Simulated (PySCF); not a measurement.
# RbMg+: from the state search to spectroscopic constants

One table from this session's results is given with a row withheld; the runs are named, their logs left out.

Method: Rb def2-SVPD with ECP28, Mg def2-SVPD, scalar-relativistic core potentials; program: PySCF 2.14.0.

The first run:

The job is set up so:

* atoms: Rb, Mg
* charge: 1
* basis: Rb def2-SVPD with ECP28, Mg def2-SVPD
* Hamiltonian: scalar-relativistic core potentials
* basis functions: 48
* electrons treated: 20
* masses in u: 84.9118, 23.9850
* levels: PBE0, PBE, r²SCAN, BP86, M06-L, PW91, HSE06, HF, MP2, SCS-MP2, CCSD, CCSD(T)
* grid: 80 radial by 434 angular points
* occupations: held fixed by the projection of orbital angular momentum
* dissociation limit: Rb+ + Mg, each in its ground configuration
* starting distance in angstrom: 3.515
* values of 2S to try: 0, 2

On the command line:

```console
$ OMP_NUM_THREADS=1 python dia.py task.json out
```

Among the steps run: Set-up; PBE0 along the bond; Excited determinants; PBE; r²SCAN (meta-GGA); BP86; M06-L (meta-GGA); PW91 (GGA); HSE06 (range-separated hybrid); RHF (mean field); MP2 and coupled cluster.

One table of the session follows, with a row left open; its other results are not shown here.

| level | Re (Å) | ωe (cm⁻¹) | De (eV) |
| --- | --- | --- | --- |
| RHF | 4.219 | 69.2 | 0.208 |
| RHF-MP2 | 4.044 | 80.5 | 0.267 |
| RHF-SCS-MP2 | 4.071 | 78.7 | 0.254 |
| RHF-CCSD | 4.055 | 79.8 | 0.255 |
| RHF-CCSD(T) | 4.044 | 80.6 | 0.260 |
| PBE | 3.954 | 83.7 | 0.312 |
| PW91 | 3.946 | 84.0 | 0.328 |
| BP86 | 4.001 | 78.3 | 0.255 |
| r²SCAN | 4.036 | 79.7 | 0.261 |
| M06-L | ? | ? | ? |
| PBE0 | 3.969 | 83.4 | 0.291 |
| HSE06 | 3.971 | 82.6 | 0.291 |

**Question.** Estimate the row for M06-L.

The run gave: Re (Å): 4.062; ωe (cm⁻¹): 70.4; De (eV): 0.227. In the column «Re (Å)» it lies between RHF-CCSD (4.055) and RHF-SCS-MP2 (4.071).

De is counted to Rb+ + Mg in their ground configurations.

Caveats from the session: The bond is weak, and basis-set superposition, which was not computed, may be a sizeable part of it.
